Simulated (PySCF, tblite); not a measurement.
# C₈H₈O₂: geometry, infrared bands and NMR shifts

Wanted: the infrared bands and NMR shifts of C₈H₈O₂ (`Cc1c(C2CC2)c(=O)c1=O`), by calculation.

The runs use tblite 0.8.0 and PySCF 2.14.0, with density-fitted response routines of our own; the level of theory stands in each step. All values are computed, except where a source is named. Atoms are numbered from 0 throughout.

## 1. Starting geometry

18 atoms, charge 0, multiplicity 1; geometry from: force field or distance geometry start.

Bonds of the start (Å): C0–C1 1.51, C1–C2 1.36, C2–C3 1.47, C3–C4 1.52, C4–C5 1.52, C2–C6 1.39, C6–O7 1.27, C6–C8 1.39, C8–O9 1.26, C8–C1 1.37, C5–C3 1.52, C0–H10 1.10, C0–H11 1.11, C0–H12 1.12, C3–H13 1.12, C4–H14 1.10, C4–H15 1.11, C5–H16 1.10, C5–H17 1.12.

## 2. Optimising the geometry with GFN2-xTB

What the job is given:

```
{"job": {"kind": "relax", "xc": "GFN2-xTB", "basis": "xTB"}, "charge": 0, "multiplicity": 1}
C      2.429000    -0.866600     0.298500
C      1.453600     0.249900     0.023900
C      0.127400     0.330000    -0.279300
C     -1.021100    -0.561500    -0.523600
C     -1.909200    -0.995000     0.628400
C     -2.411800     0.029700    -0.374100
C      0.239800     1.712300    -0.309100
O     -0.503300     2.718200    -0.513100
C      1.587300     1.612000     0.013000
O      2.480700     2.480800     0.194900
H      3.092600    -0.630500     1.146600
H      3.082600    -1.040600    -0.582100
H      1.868200    -1.817000     0.490200
H     -0.853300    -1.359300    -1.288000
H     -1.716800    -0.681000     1.662000
H     -2.385400    -1.990700     0.516600
H     -3.122800    -0.251700    -1.159900
H     -2.446300     1.067500     0.043500
```

The run is started by

```sh
OMP_NUM_THREADS=1 python probes_run.py task.json out
```

This one command runs all jobs of the session in turn.

**Question.** This job is followed by: GFN2-xTB harmonic vibrations, gas phase; GIAO PBE0/pcSseg-1 NMR shielding, non-relativistic, gas phase. Predict these results of the whole session: strongest single infrared mode (GFN2-xTB); zero-point energy (GFN2-xTB); 13C shifts against TMS (PBE0/pcSseg-1, means over atoms taken as alike); 1H shifts against TMS (PBE0/pcSseg-1, means over atoms taken as alike); 17O shifts against H2O (PBE0/pcSseg-1).

As calculated:

| quantity | value |
| --- | --- |
| strongest single infrared mode (GFN2-xTB) | 1882 cm⁻¹, 502 km/mol |
| zero-point energy (GFN2-xTB) | 86.0 kcal/mol |
| 13C shifts against TMS (PBE0/pcSseg-1, means over atoms taken as alike) | 212.4, 208.2, 204.9, 202.5, 14.4, 13.1, 12.8 ppm |
| 1H shifts against TMS (PBE0/pcSseg-1, means over atoms taken as alike) | 2.52, 1.97, 1.70, 1.24 ppm |
| 17O shifts against H2O (PBE0/pcSseg-1) | 592.0, 587.4 ppm |

In words: Relaxing lowered the energy by 1.433 eV in 101 steps; the close pair that moved most is C6–C8, from 1.389 to 1.540 Å. All 48 modes are real, so the xTB geometry is a minimum. The strongest single mode, at 1882 cm⁻¹, is carried by C8, C6, O9, O7. GFN2-xTB is a fitted tight-binding method: band positions and strengths are rough. Its intensities can rank the bands wrongly. The most deshielded hydrogen is H10, H11, H12 (mean) (hydrogen on a methyl carbon on an aromatic ring), at 2.52 ppm: benzylic-type position, deshielded by the ring.
